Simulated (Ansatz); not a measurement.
# FHSZn: a ladder of functionals and wavefunction methods

One table from this session's results is given with a row withheld; the runs are named, their logs left out.

Method: functionals in def2-TZVPP, the program's frozen cores in correlated methods; program: Ansatz 0.2.0, Gaussian basis.

Levels to be run: LDA (SPW92), PBE-D4, revPBE-D4, BLYP-D4, r2SCAN-D4, B97M-V, PBE0-D4, B3LYP-D4, r2SCANh-D4, r2SCAN0-D4, HSE06-D4, BHLYP-D4, CAM-B3LYP-D4, LC-ωPBE, ωB97X-V, ωB97M-V, B2PLYP, PBE-QIDH; CCSD(T)/def2-SVP; CCSD(T)/def2-TZVPP; MP2/def2-QZVPP; extrapolation to the limit; RPA on PBE.

### Structure used throughout

The geometry comes from an earlier relaxation with PBE0-D4 in a triple-zeta def2 set; it is a stationary point.

SMILES `[F][Zn][SH]`, 4 atoms, charge 0, spin multiplicity 1.

Atoms are counted from 1 here; the program's logs count them from 0.

Bond lengths: F1–Zn2 1.747 Å, Zn2–S3 2.141 Å, S3–H4 1.345 Å. Angles: F1–Zn2–S3 179.1°, Zn2–S3–H4 92.7°.

Set-up of the first run:

File in.yaml:

```yaml
crystal:
  periodic: [false, false, false]
  atoms:
    - {symbol: F, position_ang: [-0.398253, 0.262047, 2.366709]}
    - {symbol: Zn, position_ang: [-0.313037, 0.146588, 0.625193]}
    - {symbol: S, position_ang: [-0.240035, 0.017730, -1.510967]}
    - {symbol: H, position_ang: [1.006925, -0.486666, -1.501234]}
basis:
  gaussian: {orbitals: def2-TZVPP}
hamiltonian: {xc: lda}
output: {orbitals: {seedname: orbitals}}
```

Among the steps run: LDA; PBE-D4 (GGA); revPBE-D4 (GGA); BLYP-D4 (GGA); r2SCAN-D4 (meta-GGA); B97M-V (meta-GGA); PBE0-D4 (hybrid); B3LYP-D4 (hybrid); r2SCANh-D4 (hybrid); r2SCAN0-D4 (hybrid); HSE06-D4 (hybrid); BHLYP-D4 (hybrid); CAM-B3LYP-D4 (range-separated); LC-ωPBE-D4 (range-separated; the results give it without D4); ωB97X-V (range-separated); ωB97M-V (range-separated); B2PLYP (double hybrid); PBE-QIDH (double hybrid).

One of the session's tables, all rows but one given; the rest of the session is left out.

It belongs to the step «Orbital energies across the functionals». 

```
  functional  HOMO (eV)  LUMO (eV)  gap (eV)
 LDA (SPW92)      -6.78      -2.57      4.22
      PBE-D4      -6.60      -2.29      4.31
   revPBE-D4      -6.53      -2.18      4.35
     BLYP-D4      -6.45      -2.29      4.16
   r2SCAN-D4      -6.88      -1.99      4.89
      B97M-V      -6.91      -2.18      4.72
     PBE0-D4      -7.83      -1.39      6.44
    B3LYP-D4      -7.59      -1.74      5.85
  r2SCANh-D4      -7.33      -1.66      5.67
  r2SCAN0-D4      -8.01      -1.20      6.81
    HSE06-D4      -7.42      -1.75      5.67
    BHLYP-D4      -8.89      -0.65      8.25
CAM-B3LYP-D4      -9.16      -0.53      8.63
     LC-ωPBE     -10.54       0.78     11.32
     ωB97X-V     -10.17       0.60     10.76
     ωB97M-V          ?          ?         ?
```

Q: Estimate the row for ωB97M-V from the others.

As computed: HOMO (eV): -10.01; LUMO (eV): 0.32; gap (eV): 10.34. In the column «HOMO (eV)» it lies between ωB97X-V (-10.17) and CAM-B3LYP-D4 (-9.16).
